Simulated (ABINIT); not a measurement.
The system is TaAs.

```
CELL_PARAMETERS angstrom
-1.72181 1.72181 5.86794
1.72181 -1.72181 5.86794
1.72181 1.72181 -5.86794
ATOMIC_POSITIONS crystal
Ta 0.49997 0.49997 0.00000
Ta 0.24997 0.74997 0.50000
As 0.08263 0.08263 0.00000
As 0.83263 0.33263 0.50000
```

The cell is a database's computed one.

Base run:

* Program: ABINIT 10.8.3 (patched build)
* Functional: LDA
* Potentials or basis: JTH PAW LDA v2.0
* Cutoff: 408 eV
* k mesh: 9 × 9 × 9
* Occupations: fermi-dirac, width 0.05 eV
* Spin: no spin polarisation

Its results: band gap on the k mesh none (metal or under the smearing width); largest force 0.014 eV/Å.

Task: The run is repeated on the same cell with these changes: k mesh from 9 × 9 × 9 to 7 × 7 × 7. What comes out?

Result: Band gap on the k mesh 0.07 eV, direct; largest force 0.020 eV/Å.

Caveats: spin-orbit coupling is left out, which moves the levels of the heavy elements (some runs); an odd mesh through Γ misses points on the zone boundary, where band edges often lie (some runs).
